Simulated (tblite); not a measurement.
# C8H10P2: the cost of one run

Computed with tblite 0.8.0 and PySCF 2.14.0, with density-fitted response routines of our own, on a single molecule, in the gas phase or a continuum. Atoms are numbered from 0 throughout.

### Step 1. The starting structure

20 atoms, charge 0, multiplicity 1; geometry from: force field or distance geometry start.

Bonds of the start (Å): P0–P1 2.20, P1–C2 1.87, C2–C3 1.49, C3–C4 1.41, C4–C5 1.37, C5–C6 1.37, C6–C7 1.36, C7–C8 1.41, C8–C9 1.48, C9–P1 1.86, C8–C3 1.33, P0–H10 1.44, P0–H11 1.43, C2–H12 1.09, C2–H13 1.11, C4–H14 1.10, C5–H15 1.10, C6–H16 1.08, C7–H17 1.10, C9–H18 1.12, C9–H19 1.11.

### Step 2. Optimising the geometry with GFN2-xTB

Job settings and geometry (Å):

```
{"job": {"kind": "relax", "xc": "GFN2-xTB", "basis": "xTB"}, "charge": 0, "multiplicity": 1}
P      3.035000    -0.484500     1.254600
P      2.192700    -0.469700    -0.774200
C      1.197700     1.090800    -1.018700
C     -0.112900     0.639000    -0.470900
C     -1.110300     1.509000     0.019900
C     -2.306100     1.082900     0.524400
C     -2.531400    -0.264000     0.577600
C     -1.560900    -1.110500     0.126100
C     -0.329800    -0.675200    -0.409000
C      0.713800    -1.592300    -0.908800
H      2.098400    -0.831200     2.291200
H      3.854400     0.653600     1.536200
H      1.064500     1.331200    -2.075900
H      1.633500     1.918800    -0.429000
H     -0.947300     2.591500    -0.020500
H     -3.033700     1.824300     0.890400
H     -3.463600    -0.636300     0.986000
H     -1.779300    -2.185600     0.177500
H      0.555600    -1.870900    -1.977400
H      0.824300    -2.510200    -0.302500
```

Started as:

```bash
OMP_NUM_THREADS=1 python probes_run.py task.json out
```

The driver reads the jobs from task.json and runs them one after another.

**Question.** How long does this first job take on 1 thread of AMD EPYC 9R45, shared host?

About 1.4 s.
